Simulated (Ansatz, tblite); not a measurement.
# (KNH2)2 ring (K₂N₂H₄): one state, many levels

How do method and basis change the picture of (KNH2)2 ring (K₂N₂H₄) (singlet)?

Computed with Ansatz 0.2.0, Gaussian basis. Level: as each input shows.

The runs, in order: GFN1-xTB, GFN2-xTB, PBE-D4/def2-TZVP, r2SCAN-D4/def2-TZVP, LC-ωPBE/def2-TZVP, CAM-B3LYP-D4/def2-TZVP, r2SCANh-D4/def2-TZVP, B2PLYP/def2-TZVP, ωB97M-V/def2-TZVP, B97M-V/def2-TZVP, ωB97X-V/def2-TZVP, PBE-D4/def2-SVP, PBE0-D4/def2-SVP, HF/6-31G, B3LYP-D4/6-31G, PBE0-D4/def2-TZVPD, PBE-D4/def2-TZVPD, r2SCAN-D4/def2-TZVPD, CCSD(T)/def2-TZVPP, MP2/def2-TZVP, RPA/def2-TZVP.

## 1. The relaxed structure

The geometry is that of the singlet, from an earlier relaxation (r2SCAN-D4/def2-SVP).

8 atoms, charge 0, spin multiplicity 1.

Bond lengths: K1–N2 2.647 Å, K1–N4 2.647 Å, N2–K3 2.647 Å, N2–H5 1.031 Å, N2–H6 1.031 Å, K3–N4 2.647 Å, N4–H7 1.031 Å, N4–H8 1.031 Å. Angles: N2–K1–N4 94.8°, K1–N2–K3 85.2°, K1–N2–H5 118.3°, K1–N2–H6 118.0°, K3–N2–H5 118.2°, K3–N2–H6 118.0°, H5–N2–H6 100.3°, N2–K3–N4 94.8°, K1–N4–K3 85.2°, K1–N4–H7 118.2°, K1–N4–H8 118.0°, K3–N4–H7 118.3°, K3–N4–H8 118.1°, H7–N4–H8 100.3°.

PBE0-D4/def2-TZVP was run before; its log isn't repeated, and its numbers join the tables.

## 2. GFN1-xTB

Tight binding, by tblite at 300 K electronic temperature and without a spin-polarisation term:

```python
tblite.interface.Calculator('GFN1-xTB', numbers, positions, charge=0, uhf=0).singlepoint()
```

Energy -249.2995 eV, HOMO -8.15 eV, LUMO -6.27 eV; 0.01 s.

## 3. GFN2-xTB

Tight binding, by tblite at 300 K electronic temperature and without a spin-polarisation term:

```python
tblite.interface.Calculator('GFN2-xTB', numbers, positions, charge=0, uhf=0).singlepoint()
```

Energy -223.3585 eV, HOMO -6.95 eV, LUMO -6.59 eV; 0.008 s.

## 4. PBE-D4/def2-TZVP

start.molden holds the orbitals of an earlier run on this state, given as this run's starting guess.

Input file in.yaml:

```yaml
crystal:
  periodic: [false, false, false]
  atoms:
    - {symbol: K, position_ang: [0.151284, -0.068674, 1.783977]}
    - {symbol: N, position_ang: [0.354509, -1.913364, -0.103692]}
    - {symbol: K, position_ang: [-0.138581, 0.071120, -1.785023]}
    - {symbol: N, position_ang: [-0.353464, 1.913553, 0.103523]}
    - {symbol: H, position_ang: [1.246908, -2.420650, -0.196317]}
    - {symbol: H, position_ang: [-0.305822, -2.704481, -0.081356]}
    - {symbol: H, position_ang: [0.297190, 2.712604, 0.082396]}
    - {symbol: H, position_ang: [-1.252013, 2.409893, 0.196493]}
basis:
  gaussian: {orbitals: def2-TZVP, initial_orbitals: start.molden}
hamiltonian: {xc: pbe, dispersion: d4}
scf: {omitted_lower_state_checks: [starts]}
output: {forces: true, orbitals: {seedname: orbitals}}
```

The run is started by

```console
> ansatz run in.yaml --threads 4 --pin off --events-out ev --progress --plain --max-ram 3916MiB
```

Further steps of the session: r2SCAN-D4/def2-TZVP; LC-ωPBE/def2-TZVP; CAM-B3LYP-D4/def2-TZVP; r2SCANh-D4/def2-TZVP; B2PLYP/def2-TZVP; ωB97M-V/def2-TZVP; B97M-V/def2-TZVP; ωB97X-V/def2-TZVP; PBE-D4/def2-SVP; PBE0-D4/def2-SVP; HF/6-31G; B3LYP-D4/6-31G; PBE0-D4/def2-TZVPD; PBE-D4/def2-TZVPD; r2SCAN-D4/def2-TZVPD; CCSD(T)/def2-TZVPP; MP2/def2-TZVP; RPA/def2-TZVP.

Before running them: what should the planned runs give, taken together? Wanted: gap in def2-TZVP, named functionals, smallest and largest; correlation energy, CCSD(T)/def2-TZVPP; correlation energy, MP2/def2-TZVP; binding an atom, CCSD(T)/def2-TZVPP; PBE0 total energy, smallest basis above largest.

The runs gave:

| quantity | value |
| --- | --- |
| gap in def2-TZVP, named functionals, smallest and largest | 1.92 eV (PBE-D4), 7.35 eV (LC-ωPBE) |
| correlation energy, CCSD(T)/def2-TZVPP | -23.65 eV |
| correlation energy, MP2/def2-TZVP | -21.66 eV |
| binding an atom, CCSD(T)/def2-TZVPP | 2.671 eV |
| PBE0 total energy, smallest basis above largest | 7.99 eV (def2-SVP, def2-TZVPD) |

What this shows: Over the named functionals in def2-TZVP the gap runs from 1.92 eV (PBE-D4) to 7.35 eV (LC-ωPBE); exact exchange widens it. A small miss in a minimal or small basis is a cancelling of errors, not accuracy. The functionals in def2-TZVP miss CCSD(T)/def2-TZVPP by +0.038 (r2SCANh-D4) to +0.157 eV (PBE-D4) an atom. The reference is CCSD(T) in one finite basis, so it carries an error of its own, often a tenth of an eV or more, and near misses can't be ranked.
